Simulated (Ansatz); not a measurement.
# LaFeSiO (P4/nmm): equation of state

One table from this session's results is given with a row withheld; the runs are named, their logs left out.

Program: Ansatz 0.2.0. Level of theory: DFT PBE, scalar-relativistic, plane waves, PAW. These are calculated values, not measurements.

Spin polarisation is switched off on purpose; where the compound carries moments, volume, stiffness and gap are then not the real material's.

## The structure to begin with

It takes space group P4/nmm (No. 129, tetragonal). The conventional cell has a = 4.118 Å, b = 4.118 Å, c = 8.139 Å, α = 90.00°, β = 90.00°, γ = 90.00°. La (site symmetry 4mm) has 4 O at 2.39 Å as nearest neighbours. Fe (site symmetry -4m2) is surrounded by 4 Si at 2.24 Å. Around Si (site symmetry 4mm) lie 4 Fe at 2.24 Å. O (site symmetry -4m2) is surrounded by 4 La at 2.39 Å.

As a file:

```
La Fe Si O
1.0
     4.11830    0.00000    0.00000
     0.00000    4.11830    0.00000
     0.00000    0.00000    8.13864
La Fe Si O
2 2 2 2
Direct
  0.50000 0.00000 0.14942
  0.00000 0.50000 0.85058
  0.00000 0.00000 0.50000
  0.50000 0.50000 0.50000
  0.50000 0.00000 0.60738
  0.00000 0.50000 0.39262
  0.00000 0.00000 0.00000
  0.50000 0.50000 0.00000
```

An earlier run at PBE left this cell at 17.254 Å³/atom and -0.02 GPa (8×8×4 mesh).

Volume factors to run: 0.980, 1.020, 0.960, 1.040.

The first run:

The input, input.yaml:

```yaml
crystal:
  lattice:
    - [4.0906623531, 0.0, 0.0]
    - [0.0, 4.0906623531, 0.0]
    - [0.0, 0.0, 8.0840161768]
  atoms:
    - { symbol: La, position: [0.5, 0.0, 0.1494189047] }
    - { symbol: La, position: [0.0, 0.5, 0.8505810953] }
    - { symbol: Fe, position: [0.0, 0.0, 0.5] }
    - { symbol: Fe, position: [0.5, 0.5, 0.5] }
    - { symbol: Si, position: [0.5, 0.0, 0.6073815951] }
    - { symbol: Si, position: [0.0, 0.5, 0.3926184049] }
    - { symbol: O, position: [0.0, 0.0, 0.0] }
    - { symbol: O, position: [0.5, 0.5, 0.0] }
basis:
  ecutwfc: 420
  ecutrho_ratio: 4
kpoints:
  mp_grid: { grid: [8, 8, 4] }
hamiltonian:
  xc: pbe
scf:
  occupations: { method: gaussian, width: 0.05 }
output:
  forces: true
  stress: true
  eigenvalues: true
relax:
  f_tol: 0.01
  max_steps: 40
  cell: { stress_tol: 0.1, fix: [volume] }
```

Run with:

```
ansatz run input.yaml --threads 2 --pin off --max-ram 5120MiB --backend cpu --events-out ev --progress --plain --runs-dir out
```

Among the steps run: Scaling the volume by 0.980; Volume × 1.020; Scaling the volume by 0.960; At 1.040 of the relaxed volume.

One of the session's tables, all rows but one given; the rest of the session is left out.

It belongs to the step «The fit». 

| volume (Å³/atom) | energy (meV/atom) | pressure (GPa) |
| --- | --- | --- |
| 16.564 | 8.06 | 3.92 |
| 16.909 | 1.91 | 1.85 |
| 17.254 | 0.00 | -0.02 |
| 17.599 | ? | ? |
| 17.945 | 7.10 | -3.16 |

**Question.** Estimate the row for volume (Å³/atom) = 17.599.

Worked estimate for «energy (meV/atom)». A straight line through the neighbours (17.254, 0.00) and (17.945, 7.10) gives 0.00 + (7.10 − 0.00) × (17.599 − 17.254) / (17.945 − 17.254) = 3.54; a parabola fitted to 3 rows on both sides gives 1.72.

As computed: energy (meV/atom): 1.86; pressure (GPa): -1.68. In «energy (meV/atom)» the line misses by +1.68 and the parabola by -0.14.
